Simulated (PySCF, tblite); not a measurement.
# C5H5F2OS radical: geometry, infrared bands and EPR parameters

Aim: predict the infrared bands and EPR parameters of C5H5F2OS radical (`O=[S@]1[C](F)CC=C1CF`).

Programs: tblite 0.8.0 and PySCF 2.14.0, with density-fitted response routines of our own. Each step states its level of theory. These are calculated values for one molecule in the gas phase, unless marked as measured. Atoms are numbered from 0 throughout.

## 1. The starting structure

14 atoms, charge 0, multiplicity 2; geometry from: force field or distance geometry start.

Bonds of the start (Å): O0–S1 1.52, S1–C2 1.82, C2–F3 1.42, C2–C4 1.51, C4–C5 1.46, C5–C6 1.32, C6–C7 1.49, C7–F8 1.39, C6–S1 1.80, C4–H9 1.12, C4–H10 1.13, C5–H11 1.11, C7–H12 1.10, C7–H13 1.10.

## 2. Optimising the geometry with GFN2-xTB

Job settings and geometry (Å):

```
{"job": {"kind": "relax", "xc": "GFN2-xTB", "basis": "xTB"}, "charge": 0, "multiplicity": 2}
O      0.322000     1.693000     2.048300
S     -0.297000     0.408300     1.536000
C     -1.832200     0.718800     0.618900
F     -1.483900     1.767000    -0.266900
C     -1.736600    -0.529500    -0.226100
C     -0.370300    -0.629500    -0.729600
C      0.577000    -0.180300     0.074500
C      2.052700    -0.161100    -0.161800
F      2.527200     1.147500    -0.120500
H     -2.501300    -0.525600    -1.043100
H     -1.987700    -1.368400     0.487200
H     -0.119600    -1.056600    -1.717500
H      2.300800    -0.549400    -1.159800
H      2.548200    -0.734800     0.638200
```

On the command line:

```bash
$ OMP_NUM_THREADS=1 python probes_run.py task.json out
```

The driver reads the jobs from task.json and runs them one after another.

The log of the run:

```text
step      E/eV     max force
  0    -812.74975    4.395
  1    -813.12459    1.678
  2    -813.22417    1.149
  3    -813.31210    0.944
  4    -813.34629    0.651
  5    -813.36714    0.482
  6    -813.37576    0.316
  7    -813.38260    0.252
  8    -813.38955    0.206
  9    -813.39532    0.196
 10    -813.40196    0.263
 11    -813.40969    0.297
 12    -813.41975    0.262
 13    -813.43209    0.323
 14    -813.44635    0.386
 15    -813.46049    0.351
 16    -813.47283    0.285
 17    -813.48400    0.249
 18    -813.49446    0.228
 19    -813.50389    0.231
 20    -813.51461    0.307
 21    -813.50514    1.289
 22    -813.53865    0.572
 23    -813.55451    0.325
 24    -813.56328    1.074
 25    -813.58505    0.302
 26    -813.59800    0.289
 27    -813.62284    0.665
 28    -813.64006    0.315
 29    -813.65541    0.466
 30    -813.66923    0.365
 31    -813.68168    0.405
 32    -813.69755    0.269
 33    -813.70893    0.281
 34    -813.72357    0.275
 35    -813.73732    0.301
 36    -813.74411    0.701
 37    -813.75328    0.426
 38    -813.76331    0.268
 39    -813.77351    0.328
 40    -813.78051    0.369
 41    -813.78522    0.297
 42    -813.79060    0.229
 43    -813.79712    0.178
 44    -813.80345    0.189
 45    -813.80665    0.414
 46    -813.81106    0.184
 47    -813.81513    0.171
 48    -813.82264    0.200
 49    -813.82722    0.170
 50    -813.83340    0.217
 51    -813.83765    0.201
 52    -813.84119    0.151
 53    -813.84365    0.310
 54    -813.84614    0.109
 55    -813.84889    0.105
 56    -813.85167    0.092
 57    -813.85284    0.097
 58    -813.85449    0.079
 59    -813.85545    0.073
 60    -813.85623    0.062
 61    -813.85661    0.041
 62    -813.85680    0.030
 63    -813.85694    0.028
 64    -813.85708    0.030
 65    -813.85722    0.028
 66    -813.85734    0.022
 67    -813.85744    0.023
 68    -813.85753    0.021
 69    -813.85762    0.025
 70    -813.85772    0.029
 71    -813.85785    0.031
 72    -813.85802    0.033
 73    -813.85823    0.043
 74    -813.85844    0.037
 75    -813.85858    0.029
 76    -813.85866    0.027
 77    -813.85872    0.028
 78    -813.85880    0.027
 79    -813.85894    0.033
 80    -813.85910    0.033
 81    -813.85924    0.033
 82    -813.85937    0.032
 83    -813.85952    0.034
 84    -813.85975    0.053
 85    -813.86007    0.065
 86    -813.86043    0.057
 87    -813.86074    0.041
 88    -813.86100    0.040
 89    -813.86125    0.053
 90    -813.86159    0.074
 91    -813.86206    0.086
 92    -813.86263    0.083
 93    -813.86324    0.068
 94    -813.86345    0.126
 95    -813.86416    0.081
 96    -813.86473    0.067
 97    -813.86633    0.120
 98    -813.86779    0.165
 99    -813.87094    0.176
100    -813.87365    0.328
101    -813.86932    0.295
102    -813.87785    0.264
103    -813.87340    0.297
104    -813.88165    0.074
105    -813.88325    0.159
106    -813.88485    0.192
107    -813.88911    0.242
108    -813.89130    0.133
109    -813.89456    0.207
110    -813.89375    0.565
111    -813.90402    0.213
112    -813.90939    0.147
113    -813.90563    0.916
114    -813.91907    0.208
115    -813.92491    0.174
116    -813.92255    0.864
117    -813.93804    0.160
118    -813.94473    0.163
119    -813.94362    0.824
120    -813.95891    0.137
121    -813.96470    0.167
122    -813.95989    0.755
123    -813.97458    0.146
124    -813.97820    0.163
125    -813.96270    0.840
126    -813.98485    0.132
127    -813.98829    0.160
128    -813.98214    0.707
129    -813.99681    0.104
130    -814.00044    0.156
131    -813.99452    0.670
132    -814.00723    0.071
133    -814.00987    0.158
134    -814.00703    0.581
135    -814.01464    0.088
136    -814.01634    0.106
137    -814.01759    0.325
138    -814.02012    0.078
139    -814.02109    0.063
140    -814.02254    0.168
141    -814.02380    0.063
142    -814.02451    0.065
143    -814.02558    0.069
144    -814.02595    0.060
145    -814.02620    0.047
146    -814.02650    0.032
147    -814.02663    0.041
148    -814.02678    0.040
149    -814.02693    0.033
150    -814.02706    0.018
151    -814.02713    0.017
152    -814.02717    0.016
153    -814.02720    0.014
154    -814.02724    0.015
155    -814.02727    0.016
156    -814.02730    0.013
157    -814.02732    0.013
158    -814.02734    0.012
159    -814.02736    0.008
```

Run time: 0.7 s. Hardware: 1 thread of AMD EPYC 9R45, shared host.

The steps of the relaxation: (not every step is listed)

```csv
step,energy from step 0 (eV),largest force (eV/Å)
0,0.0000,4.3947
1,-0.3748,1.6778
2,-0.4744,1.1492
3,-0.5624,0.9435
4,-0.5965,0.6511
5,-0.6174,0.4816
6,-0.6260,0.3157
7,-0.6329,0.2520
8,-0.6398,0.2060
22,-0.7889,0.5715
36,-0.9944,0.7007
50,-1.0837,0.2168
64,-1.1073,0.0303
78,-1.1091,0.0266
92,-1.1129,0.0830
106,-1.1351,0.1918
120,-1.2092,0.1367
134,-1.2573,0.5813
148,-1.2770,0.0399
154,-1.2775,0.0149
155,-1.2775,0.0163
156,-1.2776,0.0130
157,-1.2776,0.0130
158,-1.2776,0.0122
159,-1.2776,0.0079
```

Distances of close pairs at the start and the end, largest changes first:

```csv
bond,before (Å),after (Å),change (Å)
C2–F3,1.416,1.344,-0.072
O0–S1,1.515,1.460,-0.056
C4–C5,1.460,1.492,+0.032
C4–H10,1.129,1.099,-0.030
C5–H11,1.105,1.079,-0.026
S1–C6,1.802,1.827,+0.025
C2–C4,1.510,1.487,-0.024
C4–H9,1.119,1.097,-0.022
```

The next job starts from the end point, and lists it.

## 3. Harmonic vibrations with GFN2-xTB

Job settings and geometry (Å):

```
{"job": {"kind": "ir", "xc": "GFN2-xTB", "basis": "xTB"}, "charge": 0, "multiplicity": 2}
O      0.478725     1.776032     1.877270
S     -0.090500     0.466579     1.574330
C     -1.643366     0.605301     0.686277
F     -2.762059     0.659875     1.428503
C     -1.684122    -0.212714    -0.554408
C     -0.255999    -0.461951    -0.907173
C      0.639124    -0.133026     0.010859
C      2.122570    -0.210979    -0.049257
F      2.554311    -0.735908    -1.239757
H     -2.201809     0.316437    -1.363524
H     -2.234490    -1.151783    -0.401832
H      0.003437    -0.857951    -1.876878
H      2.515895    -0.852069     0.749188
H      2.557606     0.791684     0.044236
```

The log of the run:

```text
mode    cm-1     km/mol
  1      49.9     10.87
  2      73.6      2.49
  3     131.8      7.79
  4     186.9      4.54
  5     200.2      3.51
  6     238.2      6.98
  7     286.2      2.09
  8     323.0      1.51
  9     397.0      8.71
 10     426.1     27.05
 11     507.1     40.55
 12     595.0     17.46
 13     621.4      6.18
 14     717.4      5.54
 15     786.8     27.18
 16     886.6      1.94
 17     959.6      1.20
 18     983.5     12.25
 19    1036.2     69.89
 20    1053.4      3.22
 21    1106.2     68.45
 22    1116.7     22.35
 23    1129.4    286.17
 24    1184.8     11.72
 25    1187.3     70.34
 26    1230.0     15.43
 27    1283.6     85.36
 28    1308.0     11.88
 29    1410.7     20.92
 30    1417.6      9.91
 31    1707.9      0.59
 32    2865.6      5.71
 33    2917.5      8.82
 34    2922.5      5.11
 35    2932.8     11.72
 36    3089.3      6.00
```

It took 0.3 s on 1 thread of AMD EPYC 9R45, shared host.

The strongest bands and the atoms that carry them (share of the mass-weighted mode):

```csv
cm⁻¹,km/mol,atoms
426,27.1,"S1 27 %, C2 22 %, O0 18 %, C4 12 %"
507,40.5,"C6 37 %, S1 25 %, O0 10 %"
787,27.2,"H11 60 %, H9 11 %, H10 10 %"
1036,69.9,"C7 36 %, F8 26 %"
1106,68.5,"C2 42 %, C4 19 %, H10 14 %"
1129,286.2,"O0 60 %, S1 32 %"
1187,70.3,"C2 35 %, H9 14 %, F3 13 %"
1284,85.4,"C4 36 %, C2 23 %, H9 16 %, H10 12 %"
```

## 4. g tensor and hyperfine couplings: B3LYP/pcH-1

The job, as its differences from that of step 3:

```diff
@@ -1,2 +1,2 @@
-{"job": {"kind": "ir", "xc": "GFN2-xTB", "basis": "xTB"}, "charge": 0, "multiplicity": 2}
+{"job": {"kind": "epr", "basis": "pcH-1"}, "charge": 0, "multiplicity": 2}
 O      0.478725     1.776032     1.877270
```

Method: UKS B3LYP, pcH-1 on C F H O S, non-relativistic, mean-field spin-orbit, GIAO.

The log of the run:

```text
UKS, coarse grid
  cycle   1  E = -866.26160890  |g| = 8.39e-01
  cycle   2  E = -863.98164549  |g| = 2.30e+00
  cycle   3  E = -866.42965217  |g| = 4.26e-01
  cycle   4  E = -866.50218789  |g| = 1.67e-01
  cycle   5  E = -866.51085853  |g| = 5.79e-02
  cycle   6  E = -866.51220034  |g| = 2.51e-02
  cycle   7  E = -866.51252081  |g| = 5.94e-03
  cycle   8  E = -866.51254013  |g| = 3.21e-03
  cycle   9  E = -866.51254524  |g| = 1.46e-03
  cycle  10  E = -866.51254778  |g| = 5.75e-04
UKS, final grid
  cycle   1  E = -866.51264244  |g| = 1.01e-03
  cycle   2  E = -866.51264125  |g| = 2.09e-03
  cycle   3  E = -866.51264285  |g| = 1.97e-04
  cycle   4  E = -866.51264286  |g| = 5.25e-05
  cycle   5  E = -866.51264286  |g| = 3.86e-05
  cycle   6  E = -866.51264287  |g| = 1.24e-05
E = -866.51264287 Eh   <S^2> = 0.7549 (exact 0.7500)
g shifts (ppm)      1          2          3
  rmc          -204       -204       -204
  gc            -13         46         46
  oz_so        -587       1737       2371
  total        -803       1580       2214
hyperfine (MHz)  atom isotope    a_iso     a_fc   dipolar eigenvalues
    0   17O      -7.47      -7.42    -15.76      6.40      9.36
    1   33S       6.40       6.48     -9.57     -4.94     14.51
    2   13C     243.97     243.85    -76.84    -72.70    149.54
    3   19F     186.05     184.92   -249.09   -216.87    465.96
    4   13C     -17.61     -17.62     -2.85     -1.10      3.95
    5   13C       5.57       5.57     -1.14     -0.81      1.95
    6   13C      -0.20      -0.20     -1.28     -0.35      1.63
    7   13C       1.41       1.41     -0.34     -0.24      0.58
    8   19F      -0.24      -0.24     -0.66     -0.20      0.86
    9    1H      82.59      82.59     -5.36     -4.82     10.18
   10    1H      79.27      79.27     -4.50     -2.66      7.17
   11    1H       2.81       2.81     -1.65     -1.53      3.18
   12    1H      -0.06      -0.06     -1.06     -0.82      1.88
   13    1H      -0.15      -0.15     -1.04     -0.88      1.91
```

Run time: 50 s. Hardware: 1 thread of AMD EPYC 9R45, shared host; peak memory 0.97 GiB.

Principal g values 2.00152, 2.00390, 2.00453; g(iso) = 2.00332, against 2.00232 for a free electron.

Hyperfine couplings, nucleus by nucleus at this fixed geometry (no averaging over rotations):

```csv
nuclei,isotope,a(iso) (MHz),"a(iso) (G, at g = 2.0023)",largest dipolar term (MHz)
C2,13C,244.0,87.1,149.5
F3,19F,186.1,66.4,466.0
H9,1H,82.6,29.5,10.2
H10,1H,79.3,28.3,7.2
C4,13C,-17.6,-6.3,3.9
O0,17O,-7.5,-2.7,-15.8
S1,33S,6.4,2.3,14.5
C5,13C,5.6,2.0,2.0
H11,1H,2.8,1.0,3.2
C7,13C,1.4,0.5,0.6
F8,19F,-0.2,-0.1,0.9
C6,13C,-0.2,-0.1,1.6
H13,1H,-0.2,-0.1,1.9
H12,1H,-0.1,0.0,1.9
```

Mulliken spin populations:

O0 0.02; S1 0.05; C2 0.84; F3 0.07; C4 -0.06; C5 0.00; C6 0.00; C7 0.00; F8 0.00; H9 0.03; H10 0.04; H11 0.00; H12 0.00; H13 0.00

In first order the couplings over 0.8 MHz of 19F, 1H give 16 distinct lines over 125.1 G.

Orbitals, density, ELF and potential are computed afterwards from the orbital file.

ELF in a plane through or near 8 of the atoms.

Values, 10 rows by 14 columns:
```
0.00 0.00 0.00 0.00 0.00 0.00 0.00 0.00 0.00 0.00 0.00 0.00 0.00 0.00
0.00 0.00 0.00 0.00 0.00 0.03 0.17 0.15 0.01 0.00 0.00 0.00 0.00 0.00
0.00 0.00 0.00 0.00 0.01 0.53 0.84 0.67 0.19 0.00 0.10 0.05 0.00 0.00
0.00 0.00 0.00 0.03 0.01 0.17 0.62 0.27 0.52 0.14 0.86 0.72 0.05 0.00
0.00 0.00 0.04 0.51 0.63 0.19 0.73 0.62 0.81 0.58 0.72 0.78 0.10 0.00
0.00 0.00 0.02 0.27 0.17 0.89 0.13 0.65 0.59 0.41 0.20 0.01 0.00 0.00
0.00 0.00 0.43 0.74 0.78 0.04 0.46 0.34 0.79 0.58 0.40 0.05 0.00 0.00
0.00 0.00 0.02 0.16 0.25 0.01 0.97 0.99 0.17 0.02 0.03 0.00 0.00 0.00
0.00 0.00 0.00 0.00 0.00 0.00 0.05 0.10 0.00 0.00 0.00 0.00 0.00 0.00
0.00 0.00 0.00 0.00 0.00 0.00 0.00 0.00 0.00 0.00 0.00 0.00 0.00 0.00
```
The map spans 10.9 Å across and 10.3 Å up, centred on the molecule. Atoms in the plane (x, y in Å): C2 (1.7, 0.8), F3 (2.8, 1.4), C4 (1.6, -0.7), C5 (0.2, -1.0), C6 (-0.6, 0.0), C7 (-2.1, 0.0), F8 (-2.6, -1.3), H11 (-0.1, -2.0).

On the surface of density 0.002 e/bohr³ the electrostatic potential runs, from the 1st to the 99th percentile, from -1.87 V near O0 to 1.35 V near H12.

The spin density lies nearest to C2 65 %; F3 10 %; S1 10 %.

## 5. Summary of results

```
                                 quantity                  value
strongest single infrared mode (GFN2-xTB)  1129 cm⁻¹, 286 km/mol
             zero-point energy (GFN2-xTB)          56.1 kcal/mol
                           g(iso) (B3LYP)                2.00332
                                     ⟨S²⟩     0.755 (exact 0.75)
                           largest a(iso)   13C on C2, 244.0 MHz
    surface potential, 1st and 99th percentile     -1.87 V and 1.35 V
```

In words: Over 159 steps the energy fell by 1.278 eV; of the close pairs, C2–F3 changed most, 1.416 to 1.344 Å. All 36 modes are real, so the xTB geometry is a minimum. The strongest single mode, at 1129 cm⁻¹, moves mainly O0 and S1. GFN2-xTB is a fitted tight-binding method: band positions and strengths are rough. Its intensities can rank the bands wrongly. Most of the unpaired spin sits on C2 (0.84 e). The isotropic g lies 1.0 ppt above the free-electron value.
